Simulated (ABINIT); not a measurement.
This ABINIT 10.8.3 (patched build) run on HoBi needs a look.

File run.abi:

```
pp_dirpath "./"
pseudos "Bi.GGA_PBE-ansatz.xml, Ho.GGA_PBE-ansatz.xml"

acell 4.4038610332 4.4038610332 4.4038610332 Angstrom
rprim
     0.0000000000     0.7071067812     0.7071067812
     0.7071067812     0.0000000000     0.7071067812
     0.7071067812     0.7071067812     0.0000000000
ntypat 2
znucl 83 67
natom 2
typat 1 2
xcart
     3.1140000000     3.1140000000     3.1140000000
     0.0000000000     0.0000000000     0.0000000000 Angstrom

ecut 18.0
pawecutdg 36.0

kptopt 1
ngkpt 7 7 7
nshiftk 1
shiftk 0.0 0.0 0.0

ixc -497498
usekden 1
pawxcdev 0

nband 26
occopt -1
tsmear 0.05 eV

nsppol 2
spinat
     0.0000000000     0.0000000000     0.0000000000
     0.0000000000     0.0000000000     4.0000000000

nstep 75
tolvrs 1.0e-7

iomode 3
prtwf 0
prtden 0
prteig 0
prtebands 0
enunit 2
```

Potentials or basis: Ansatz PAW PBE default generated set, frozen core.

Command:

```sh
$ mpirun --bind-to none -np 4 abinit run.abi > log 2>&1
```

run.abo:

```text
.Version 10.8.3 of ABINIT

--- !ERROR
message: |
    occopt=-1 is not an allowed value.
    Action: correct your input file.
...

--- !ERROR
message: |
    occopt=-1 is not an allowed value.
    Action: correct your input file.
...
```

Task: Diagnose the run.

Result: The program refused the input. The input holds a flaw that was put in on purpose: unknown occupation option (occopt = -1).
